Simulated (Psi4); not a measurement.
# UDSD-PBEP86/def2-SVPD (density fitting for correlation) run of GeH2ClO (SMILES [O][GeH2][Cl])

What is the vertical electron affinity of GeH2ClO at UDSD-PBEP86/def2-SVPD (density fitting for correlation)? 

The calculation is run with Psi4 1.11.

1 further run of the same task is left out (set aside as unsound or not needed).

## Step 1: The system as given

GeH2ClO has 5 atoms, charge 0, and is taken as a doublet. SMILES: `[O][GeH2][Cl]`. Geometry: relaxed at PBE0-D4/def2-TZVP.

Bond lengths: O1–Ge2 1.781 Å, Ge2–Cl3 2.144 Å, Ge2–H4 1.531 Å, Ge2–H5 1.531 Å. Angles: O1–Ge2–Cl3 110.8°, O1–Ge2–H4 106.5°, O1–Ge2–H5 106.5°, Cl3–Ge2–H4 108.2°, Cl3–Ge2–H5 108.2°, H4–Ge2–H5 116.7°.

## Step 2: A single-point energy at UDSD-PBEP86/def2-SVPD (density fitting for correlation)

The input, clgeh2o.xyz:

```xyz
5
ClGeH2O
O     -0.272400    -0.591800     1.625500
Ge     0.123700    -0.081200    -0.034500
Cl    -1.347100     1.290100    -0.778900
H      0.081000    -1.343800    -0.899000
H      1.464600     0.653000     0.045400
```

The input, clgeh2o.py:

```python
import psi4

psi4.set_memory(2200000000)
psi4.set_num_threads(1)
psi4.set_output_file('psi4.out', False)

with open('clgeh2o.xyz') as f:
    atoms = ''.join(f.readlines()[2:])
m = psi4.geometry('0 2\n' + atoms + 'symmetry c1\nno_reorient\nno_com')

psi4.set_options({
    'basis': 'def2-SVPD',
    'reference': 'uks',
    'puream': True,
    'e_convergence': 1e-09,
    'd_convergence': 1e-08,
    'scf_type': 'pk',
    'dft_radial_points': 99,
    'dft_spherical_points': 590,
    'num_frozen_docc': 15,
    'maxiter': 100,
})

e_tot = psi4.energy("dsd-pbep86")
print('E =', round(e_tot, 9))
```

Command:

```console
$ python clgeh2o.py
```

psi4.out:

```text
[...]
  Running in c1 symmetry.
[...]
  Nuclear repulsion =  264.047620248749411
[...]
  Multiplicity = 2
[...]
  Nalpha       = 30
  Nbeta        = 29
[...]
    Number of basis functions: 104
[...]
   @UKS iter   1: -2610.19627937210498   -2.74677e+00   2.17626e-02 ADIIS/DIIS
[...]
   @UKS iter  16: -2611.57853641862857   -1.81899e-12   7.06886e-09 DIIS
[...]
   @S^2 Observed:                7.564795039E-01
[...]
    Orbital Energies [Eh]
    ---------------------
    Alpha Occupied:
       1A   -403.003192     2A   -103.657408     3A    -51.372696
       4A    -45.618310     5A    -45.617837     6A    -45.617312
       7A    -20.141613     8A    -10.191539     9A     -7.763259
      10A     -7.759333    11A     -7.759204    12A     -6.923878
      13A     -4.969764    14A     -4.968260    15A     -4.965996
      16A     -1.569062    17A     -1.564955    18A     -1.560974
      19A     -1.558862    20A     -1.558445    21A     -1.220503
      22A     -1.009680    23A     -0.691667    24A     -0.599803
      25A     -0.530325    26A     -0.525839    27A     -0.488615
      28A     -0.462208    29A     -0.430633    30A     -0.419144
    Alpha Virtual:
[...]
  @UKS Final Energy: -2611.57853641862857
   => Energetics <=
    Nuclear Repulsion Energy =            264.0476202487494106
    One-Electron Energy =               -4159.7789942523222635
    Two-Electron Energy =                1317.2032945948647011
    DFT Exchange-Correlation Energy =     -33.0504570099205637
    Empirical Dispersion Energy =           0.0000000000000000
    VV10 Nonlocal Energy =                  0.0000000000000000
    Total Energy =                      -2611.5785364186290280
[...]
 Multipole Moments:
 ------------------------------------------------------------------------------------
     Multipole            Electronic (a.u.)      Nuclear  (a.u.)        Total (a.u.)
 ------------------------------------------------------------------------------------
 L = 1.  Multiply by 2.5417464519 to convert [e a0] to [Debye]
 Dipole X            :         37.7059591          -36.9930897            0.7128694
 Dipole Y            :        -26.5404057           26.2824999           -0.2579057
 Dipole Z            :          3.6484132           -4.1477599           -0.4993467
 Magnitude           :                                                    0.9077694
[...]
```

On the terminal:

```text
E = -2611.854134109
```

It took 32 s on 1 thread of Intel Xeon Platinum 8259CL at 2.50GHz (Skylake/Cascade Lake), shared host; peak memory 0.82 GiB.

## Step 3: The singlet anion at the same level

The input, run_ase.py:

```python
import numpy as np
from ase.calculators.psi4 import Psi4
from ase import Atoms

atoms = Atoms(['O', 'Ge', 'Cl', 'H', 'H'], positions=[
    [-0.272400, -0.591800, 1.625500],
    [0.123700, -0.081200, -0.034500],
    [-1.347100, 1.290100, -0.778900],
    [0.081000, -1.343800, -0.899000],
    [1.464600, 0.653000, 0.045400],
])
calc = Psi4(atoms=atoms, method='dsd-pbep86', basis='def2-SVPD', memory='2200MB', num_threads=1, charge=-1, multiplicity=1, label='calc')
calc.psi4.set_options({'puream': True, 'e_convergence': 1e-09, 'd_convergence': 1e-08, 'scf_type': 'pk', 'dft_radial_points': 99, 'dft_spherical_points': 590, 'num_frozen_docc': 15})
atoms.calc = calc

print(f'energy: {atoms.get_potential_energy():.6f} eV')
```

Command:

```console
$ python run_ase.py
```

calc.dat:

```text
[...]
  Running in c1 symmetry.
[...]
  Nuclear repulsion =  264.047620248749411
[...]
  Multiplicity = 1
[...]
  Nalpha       = 30
  Nbeta        = 30
[...]
    Number of basis functions: 104
[...]
   @RKS iter   1: -2610.37034194333273   -2.92083e+00   2.18563e-02 ADIIS/DIIS
[...]
   @RKS iter  13: -2611.64501041369385   -2.72848e-12   6.31790e-09 DIIS
[...]
    Orbital Energies [Eh]
    ---------------------
    Doubly Occupied:
       1A   -402.764445     2A   -103.472496     3A    -51.133504
       4A    -45.379764     5A    -45.378400     6A    -45.377815
       7A    -19.769167     8A    -10.007659     9A     -7.579086
      10A     -7.575749    11A     -7.575727    12A     -6.685387
      13A     -4.732926    14A     -4.728560    15A     -4.726566
      16A     -1.328552    17A     -1.324774    18A     -1.324681
      19A     -1.319604    20A     -1.319259    21A     -0.837126
      22A     -0.809006    23A     -0.461661    24A     -0.304044
      25A     -0.304033    26A     -0.264327    27A     -0.237683
      28A     -0.178562    29A     -0.125608    30A     -0.122228
[...]
  @RKS Final Energy: -2611.64501041369385
   => Energetics <=
    Nuclear Repulsion Energy =            264.0476202487494106
    One-Electron Energy =               -4173.7674225574619413
    Two-Electron Energy =                1331.2056447399822900
    DFT Exchange-Correlation Energy =     -33.1308528449636839
    Empirical Dispersion Energy =           0.0000000000000000
    VV10 Nonlocal Energy =                  0.0000000000000000
    Total Energy =                      -2611.6450104136938535
[...]
 Multipole Moments:
 ------------------------------------------------------------------------------------
     Multipole            Electronic (a.u.)      Nuclear  (a.u.)        Total (a.u.)
 ------------------------------------------------------------------------------------
 L = 1.  Multiply by 2.5417464519 to convert [e a0] to [Debye]
 Dipole X            :          1.6657346           -1.1800896            0.4856450
 Dipole Y            :         -0.2193846            0.8482108            0.6288262
 Dipole Z            :         -1.9773495           -0.0640067           -2.0413563
 Magnitude           :                                                    2.1905271
[...]
```

On the terminal:

```text
energy: -71075.227032 eV
```

Run time: 20 s. Hardware: 1 thread of Intel Xeon Platinum 8259CL at 2.50GHz (Skylake/Cascade Lake), shared host; peak memory 0.85 GiB.

## Step 4: Summary of results

Level: UDSD-PBEP86/def2-SVPD (density fitting for correlation), 15 core orbitals frozen.

```
                                                                 quantity           value
                                            doublet GeH2ClO: total energy  -2611.85413 Eh
doublet GeH2ClO: HOMO energy (SCF part's orbitals) (highest over α and β)       -11.41 eV
 doublet GeH2ClO: LUMO energy (SCF part's orbitals) (lowest over α and β)        -0.98 eV
                                                    doublet GeH2ClO: ⟨S²⟩           0.756
                                              singlet anion: total energy  -2611.96644 Eh
                         singlet anion: HOMO energy (SCF part's orbitals)        -3.33 eV
                         singlet anion: LUMO energy (SCF part's orbitals)         5.31 eV
     singlet anion: HOMO–LUMO gap (to an unbound level, set by the basis)         8.64 eV
                        vertical electron affinity (to the singlet anion)        3.056 eV
```

In words: At fixed nuclei the extra electron is bound by 3.06 eV (70 kcal/mol).
